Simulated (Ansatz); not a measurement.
# CH4BFOS: small, medium and large basis sets

The task here is to estimate one member of a computed series from the others.

Program: Ansatz 0.2.0, Gaussian basis. Level of theory: one geometry, several basis sets. These are calculated values, not measurements.

Levels to be run: PBE0-D4/def2-SVP; ωB97M-V/def2-SVP; PBE0-D4/def2-QZVPP; ωB97M-V/def2-QZVPP; the functionals' def2-TZVPP values are taken from earlier runs.

## The geometry

All runs share one geometry, relaxed beforehand with PBE0-D4 in a triple-zeta def2 set.

SMILES `FBOCS`, 9 atoms, charge 0, spin multiplicity 1.

Atoms are counted from 1 here; the program's logs count them from 0.

Bond lengths: F1–B2 1.321 Å, B2–O3 1.347 Å, B2–H6 1.197 Å, O3–C4 1.407 Å, C4–S5 1.802 Å, C4–H7 1.088 Å, C4–H8 1.093 Å, S5–H9 1.343 Å. Angles: F1–B2–O3 117.3°, F1–B2–H6 119.8°, O3–B2–H6 122.9°, B2–O3–C4 120.8°, O3–C4–S5 113.7°, O3–C4–H7 107.4°, O3–C4–H8 111.5°, S5–C4–H7 110.0°, S5–C4–H8 105.1°, H7–C4–H8 109.1°, C4–S5–H9 96.3°.

Set-up of the first run:

The input, in.yaml:

```yaml
crystal:
  periodic: [false, false, false]
  atoms:
    - {symbol: F, position_ang: [-2.672434, -0.705894, 0.128050]}
    - {symbol: B, position_ang: [-1.552400, -0.033674, 0.326322]}
    - {symbol: O, position_ang: [-0.393842, -0.690322, 0.126374]}
    - {symbol: C, position_ang: [0.842207, -0.032114, 0.266455]}
    - {symbol: S, position_ang: [1.440556, 0.716724, -1.259279]}
    - {symbol: H, position_ang: [-1.599803, 1.106682, 0.687600]}
    - {symbol: H, position_ang: [1.562158, -0.763559, 0.628662]}
    - {symbol: H, position_ang: [0.777685, 0.791573, 0.982432]}
    - {symbol: H, position_ang: [1.684274, -0.435712, -1.903717]}
basis:
  gaussian: {orbitals: def2-SVP}
hamiltonian: {xc: pbe0, dispersion: d4}
output: {orbitals: {seedname: orbitals}}
```

On the command line:

```
$ ansatz run in.yaml --threads 2 --pin off --events-out ev --progress --plain --max-ram 4352MiB
```

Among the steps run: PBE0-D4 in def2-SVP; ωB97M-V in def2-SVP; PBE0-D4 in def2-QZVPP; ωB97M-V in def2-QZVPP.

One of the session's tables, all rows but one given; the rest of the session is left out.

It belongs to the step «Density functionals: the series». 

| functional | basis | HOMO (eV) | LUMO (eV) |
| --- | --- | --- | --- |
| PBE0-D4 | def2-SVP | -7.39 | 0.32 |
| PBE0-D4 | def2-TZVPP | -7.52 | -0.06 |
| PBE0-D4 | def2-QZVPP | -7.55 | -0.19 |
| ωB97M-V | def2-SVP | -9.62 | 2.45 |
| ωB97M-V | def2-TZVPP | -9.77 | 1.85 |
| ωB97M-V | def2-QZVPP | ? | ? |

Estimate the missing values for ωB97M-V, def2-QZVPP.

The run gave: HOMO (eV): -9.81; LUMO (eV): 1.50. In the column «HOMO (eV)» it is the lowest.
